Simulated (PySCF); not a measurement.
# Au: dipole response in ANO-RCC-VTZP

How polarisable is Au at the levels listed below?

The numbers are computed with PySCF 2.14.0 (unrestricted determinants in a Gaussian basis, no spin-orbit coupling in the energies), except any that are marked as measured or tabulated.

## 1. The system

| Item | Value |
| --- | --- |
| Element | gold (Z = 79) |
| Basis | ANO-RCC-VTZP (8s7p5d3f1g, 84 functions) |
| Hamiltonian | the spin-free X2C one-electron Hamiltonian (Gaussian nucleus) |
| State 1 | Au: [Xe] 4f14 5d10 6s1, 2S determinant |
| Methods | PBEsol |

The outer shells:

Au [Xe] 4f14 5d10 6s1
```
[Xe] core
4f [↑↓][↑↓][↑↓][↑↓][↑↓][↑↓][↑↓]
5d [↑↓][↑↓][↑↓][↑↓][↑↓]
6s [↑ ]
```

One driver process ran all states and methods and kept the integrals in memory. Each run is shown as a PySCF script that sums up its settings (the driver passes frozen orbitals as a list and adds second-order terms of double hybrids); the logs are those of the runs themselves. The driver starts from symmetry-adapted Hartree-Fock orbitals, holds the occupation by maximum overlap and uses a logarithmic radial grid for functionals, so a plain start would take other cycles.

The integrals over 84 functions and the set-up took 38 s of CPU time.

## 2. Au: PBEsol

#### PBEsol

input.py reads:

```python
from pyscf import gto, scf, dft, mp, cc
import basis_set_exchange as bse
mol = gto.M(atom="Au 0 0 0", charge=0, spin=1, symmetry="D2h",
            basis=gto.basis.parse(bse.get_basis("ANO-RCC-VTZP", elements=["Au"], fmt="nwchem")),
            nucmod="G")
mf = dft.UKS(mol, xc="PBEsol").sfx2c1e()
mf.irrep_nelec = {'Ag': (12, 11), 'B1g': (3, 3), 'B2g': (3, 3), 'B3g': (3, 3), 'Au': (1, 1), 'B1u': (6, 6), 'B2u': (6, 6), 'B3u': (6, 6)}
mf.kernel()
```

What it wrote:

```text
damping factor = 0
level_shift factor = 0
DIIS = <class 'pyscf.scf.diis.CDIIS'>
diis_start_cycle = 1
diis_space = 10
diis_damp = 0
SCF conv_tol = 1e-09
SCF conv_tol_grad = None
number electrons alpha = 40  beta = 39
XC functionals = PBEsol
    J. P. Perdew, A. Ruzsinszky, G. I. Csonka, O. A. Vydrov, G. E. Scuseria, L. A. Constantin, X. Zhou, and K. Burke.,  Phys. Rev. Lett. 100, 136406 (2008)
    J. P. Perdew, A. Ruzsinszky, G. I. Csonka, O. A. Vydrov, G. E. Scuseria, L. A. Constantin, X. Zhou, and K. Burke.,  Phys. Rev. Lett. 100, 136406 (2008)
cycle= 1 E= -19008.2365694173  delta_E= -0.0184  |g|= 0.314  |ddm|= 0.256
cycle= 2 E= -19008.210915163  delta_E= 0.0257  |g|= 0.476  |ddm|= 0.263
cycle= 3 E= -19008.2494200077  delta_E= -0.0385  |g|= 0.0357  |ddm|= 0.189
cycle= 4 E= -19008.2497754716  delta_E= -0.000355  |g|= 0.00365  |ddm|= 0.0219
cycle= 5 E= -19008.2497811353  delta_E= -5.66e-06  |g|= 0.00037  |ddm|= 0.0031
cycle= 6 E= -19008.2497811769  delta_E= -4.16e-08  |g|= 2.61e-06  |ddm|= 0.000226
cycle= 7 E= -19008.2497811769  delta_E= -1.09e-11  |g|= 1.51e-07  |ddm|= 5.44e-06
converged SCF energy = -19008.2497811769  <S^2> = 0.75158456  2S+1 = 2.0015839
```

It used 13 s of CPU time after the integrals (shared host).

The occupied shells:

| shell | electrons | mean orbital energy (eV) | spread (eV) | rms radius (bohr) |
| --- | --- | --- | --- | --- |
| 1s α | 1 | -80422.8 | 0 | 0.0190 |
| 1s β | 1 | -80422.8 | 0 | 0.0190 |
| 2s α | 1 | -14191.8 | 0 | 0.0769 |
| 2s β | 1 | -14191.8 | 0 | 0.0769 |
| 2p α | 3 | -12329.2 | 0 | 0.0704 |
| 2p β | 3 | -12329.2 | 0 | 0.0704 |
| 3s α | 1 | -3351.6 | 0 | 0.196 |
| 3s β | 1 | -3351.6 | 0 | 0.196 |
| 3p α | 3 | -2808.0 | 0 | 0.199 |
| 3p β | 3 | -2808.0 | 0 | 0.199 |
| 3d α | 5 | -2201.0 | 0 | 0.181 |
| 3d β | 5 | -2200.9 | 0 | 0.181 |
| 4s α | 1 | -727.14 | 0 | 0.433 |
| 4s β | 1 | -727.13 | 0 | 0.433 |
| 4p α | 3 | -547.63 | 0 | 0.461 |
| 4p β | 3 | -547.62 | 0 | 0.461 |
| 4d α | 5 | -325.27 | 0 | 0.493 |
| 4d β | 5 | -325.26 | 0 | 0.493 |
| 5s β | 1 | -107.96 | 0 | 0.985 |
| 5s α | 1 | -107.95 | 0 | 0.985 |
| 4f α | 7 | -81.522 | 0 | 0.549 |
| 4f β | 7 | -81.510 | 0 | 0.549 |
| 5p α | 3 | -60.124 | 0 | 1.14 |
| 5p β | 3 | -60.106 | 0 | 1.14 |
| 5d α | 5 | -7.039 | 0 | 1.79 |
| 5d β | 5 | -6.751 | 0 | 1.79 |
| 6s α | 1 | -6.144 | 0 | 3.05 |

⟨S²⟩ = 0.752, ⟨L²⟩ = 0.00.

The driver then solved the coupled dipole response at imaginary frequencies: mean α = 31.48 bohr³, C₆ = 276.5 au for a like pair.

The p, d and f levels are scalar averages; spin-orbit coupling splits them strongly at this Z.

Radial density 4πr²ρ of Au at PBEsol, without picture-change correction:

| r (bohr) | density | spin density |
| --- | --- | --- |
| 0.000301 | 3.54 | 0.000 |
| 0.000506 | 7.29 | 0.000 |
| 0.000851 | 14.4 | 0.001 |
| 0.00143 | 27.3 | 0.002 |
| 0.00241 | 48.5 | 0.003 |
| 0.00405 | 77.8 | 0.004 |
| 0.00681 | 106 | 0.005 |
| 0.0115 | 113 | 0.003 |
| 0.0193 | 97.0 | 0.000 |
| 0.0324 | 116 | 0.004 |
| 0.0545 | 148 | 0.004 |
| 0.0917 | 114 | -0.008 |
| 0.154 | 136 | 0.010 |
| 0.259 | 74.5 | 0.008 |
| 0.436 | 82.6 | -0.011 |
| 0.734 | 27.3 | 0.061 |
| 1.23 | 14.9 | -0.060 |
| 2.08 | 3.92 | 0.448 |
| 3.49 | 0.618 | 0.259 |
| 5.88 | 0.0287 | 0.019 |
| 9.88 | 0.000115 | 0.000 |

## 3. The response side by side

Au, in atomic units:

| method | mean α | C₆ (like pair) | S(−4) |
| --- | --- | --- | --- |
| PBEsol | 31.48 | 276.5 | 421.6 |

Reference α: 36 ± 3 bohr³ (recommended; Schwerdtfeger and Nagle, table of static dipole polarizabilities (2023 update)). Published C₆: 427.0 (Gould and Bucko (2016)).

α(iu) at PBEsol:

| u (hartree) | α(iu) (bohr³) |
| --- | --- |
| 0 | 31.48 |
| 0.0500 | 30.47 |
| 0.100 | 27.92 |
| 0.200 | 21.66 |
| 0.300 | 16.72 |
| 0.500 | 11.22 |
| 0.750 | 8.035 |
| 1.00 | 6.242 |
| 1.50 | 4.124 |
| 2.00 | 2.900 |
| 3.00 | 1.630 |
| 5.00 | 0.7139 |

## 4. Summary of results

| quantity | value |
| --- | --- |
| α of Au | 31.48 (PBEsol) bohr³; reference 36.00 |

In words: For Au PBEsol differs from the reference by -13 %. All values hold for this basis alone; no basis-set limit was taken.
